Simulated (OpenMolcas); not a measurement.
# Ta³⁺ among point charges: CASSCF levels, g values and susceptibility

How does a field of 6 point charges split the states of Ta³⁺, and what g values and χT follow?

Method: state-averaged CASSCF, spin-orbit coupling by RASSI with atomic mean-field integrals. Code: OpenMolcas 26.06.

### Step 1. The system

| Quantity | Value |
| --- | --- |
| Species | Ta³⁺ (tantalum, Z = 73, 70 electrons) |
| Basis | ANO-RCC-VDZP [7s6p4d2f1g], 68 functions |
| Scalar Hamiltonian | DKH2, point nucleus |
| Inactive shells | 1s 2s 2p 3s 3p 3d 4s 4p 4d 4f 5s 5p |
| Active space | 2 electrons in 5 orbitals (5d) |
| Some configurations of this space | 5d2 |
| Orbitals | optimised for each spin and parity, averaged over all roots |

Outer shells as boxes (Hund's rule):

5d2
```
5d [↑ ][↑ ][  ][  ][  ]
```

The ion sits among 6 point charges of -1.5 e arranged as a trigonal prism (D3h), 1.61 Å from the ion. The active orbitals were held to one l.

The work runs as a chain of OpenMolcas steps in one folder; each step below is one input file. The outputs are cut to the sections that carry results. Labels, J, g values, rates, χT and fits are worked out afterwards by a script from the matrices that RASSI stores.

### Step 2. GATEWAY and SEWARD: basis and integrals

a.inp reads:

```
&GATEWAY
Coord
1

Ta 0.0 0.0 0.0
Basis=ANO-RCC-VDZP
Group=NoSym
NoMove
AngMom=0.0 0.0 0.0
AMFI
XField
6 Angstrom 0
1.216924 0.000000 1.054133 -1.500000
-0.608462 1.053887 1.054133 -1.500000
-0.608462 -1.053887 1.054133 -1.500000
1.216924 0.000000 -1.054133 -1.500000
-0.608462 1.053887 -1.054133 -1.500000
-0.608462 -1.053887 -1.054133 -1.500000
&SEWARD
```

Command:

```
$ OMP_NUM_THREADS=1 MOLCAS_MEM=1689 MOLCAS_PROJECT=a pymolcas a.inp > a.log
```

### Step 3. Reference wave functions, triplets, 10 roots

a.inp reads:

```
&RASSCF
FileOrb=start.orb
Symmetry=1
Spin=3
nActEl=2 0 0
Inactive=34
Ras2=5
CIRoot=10 10 1
SDav=10
CIMx=300
Iter=120 100
PrWF=0.3
OrbListing=Nothing
MaxOrb=0
SupSym
1
20 10 11 12 13 14 19 20 21 22 23 35 36 37 38 39 48 49 50 51 52
>>> COPY $Project.JobIph JOB001
```

start.orb holds the contracted functions of the basis, ordered by shell, or the orbitals of the step before.

### Step 4. Reference wave functions, singlets, 15 roots

a.inp reads:

```
&RASSCF
FileOrb=start.orb
Symmetry=1
Spin=1
nActEl=2 0 0
Inactive=34
Ras2=5
CIRoot=15 15 1
SDav=15
CIMx=300
Iter=120 100
PrWF=0.3
OrbListing=Nothing
MaxOrb=0
SupSym
1
20 10 11 12 13 14 19 20 21 22 23 35 36 37 38 39 48 49 50 51 52
>>> COPY $Project.JobIph JOB002
```

### Step 5. RASSI: spin-orbit coupling between the states

a.inp reads:

```
&RASSI
NrOfJobIphs=2 10 15
1 2 3 4 5 6 7 8 9 10
1 2 3 4 5 6 7 8 9 10 11 12 13 14 15
IphNames
JOB001
JOB002
EJob
SpinOrbit
DIPRint=1.0
SOCoupling=1000.0
Subsets=2
Property=9
'ANGMOM' 1 'ANGMOM' 2 'ANGMOM' 3 'MLTPL  1' 1 'MLTPL  1' 2 'MLTPL  1' 3
'AMFI' 1 'AMFI' 2 'AMFI' 3
SOProperty=3
'ANGMOM' 1 'ANGMOM' 2 'ANGMOM' 3
```

Before running it: what results should come out? Wanted: spin-free ground state; first state of the same spin; lowest level; next level.

As calculated:

| quantity | value |
| --- | --- |
| method | CASSCF |
| spin-free ground state | 3E, 2-fold in its orbital part |
| first state of the same spin | 3A2 at 1330 cm⁻¹ |
| lowest level | 2-fold E, g = 0.00, 0.00, 0.01 |
| next level | 1141.6 cm⁻¹ |
| χT at 300 K | 0.15 cm³ K/mol |
| effective moment at 300 K | 1.11 μB |

The spin-free ground state (3E) comes to 100 % from free-ion F terms and keeps the highest spin of the shell. χT at 300 K is 0.15, against 1.00 cm³ K/mol for the spin alone, so orbital moment lowers it. Point charges give too small a field for d ions at true ligand charges. This is an electrostatic model: the charges have no orbitals.
